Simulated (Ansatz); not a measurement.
Runs of Ansatz 0.2.0 on Ta3AsAu2O13. The typed cell holds 19 atoms: a = 5.887 Å, b = 6.310 Å, c = 7.976 Å, α = 73.43°, β = 76.58°, γ = 69.60°. The cell was built by a generator and needn't be a form met in nature.

| task | level | cell | k mesh | points for each segment of the path | target pressure (GPa) | gap on the mesh (eV) | pressure (GPa) | relaxed volume (Å³/atom) | largest force (eV/Å) |
| --- | --- | --- | --- | --- | --- | --- | --- | --- | --- |
| band structure | PBE | as given | 5 × 5 × 4 | 10 | - | 1.60 | 0.0 | - | 0.01 |
| relaxation of cell and atoms | PBE | relaxed to 20 GPa | 4 × 4 × 3 | - | 20 | 1.26 | 20.0 | - | 0.01 |
| relaxation of cell and atoms | PBE | relaxed | 4 × 4 × 3 | - | - | 1.60 | 0.0 | 13.85 | 0.01 |
| relaxation of cell and atoms | PBE | relaxed to 10 GPa | 4 × 4 × 3 | - | 10 | 1.54 | 10.0 | - | - |
| band structure | RPBE | as given | 5 × 5 × 4 | 10 | - | (b) | (c) | - | 0.22 |
| relaxation of cell and atoms | RPBE | relaxed | 4 × 4 × 3 | - | - | (a) | 0.0 | 14.53 | 0.01 |

Alike in all rows: potentials or basis Ansatz PAW; no spin polarisation; cutoff (eV) 420; smearing fermi-dirac 0.05 eV.

Q: Fill in the values left out.

A: (a) 1.44; (b) 1.63; (c) 3.6.

Caveats: spin-orbit coupling is left out, which moves the levels of the heavy elements; odd divisions of the mesh miss points on the zone boundary, where band edges often lie, so the gap on the mesh can be too wide (some runs); the plane-wave basis is chosen anew once the cell has moved, so the energies of steps on either side of that aren't comparable (some runs); the PAW data sets come from PBE, with cores solved anew for the run's functional, which leaves a small shift of forces and pressure (some runs); the volume moved by over 15 % at a fixed basis, so the end points are rough (some runs).

A k mesh can miss the band edges, and the runs leave out spin-orbit coupling on As, Au, Ta.
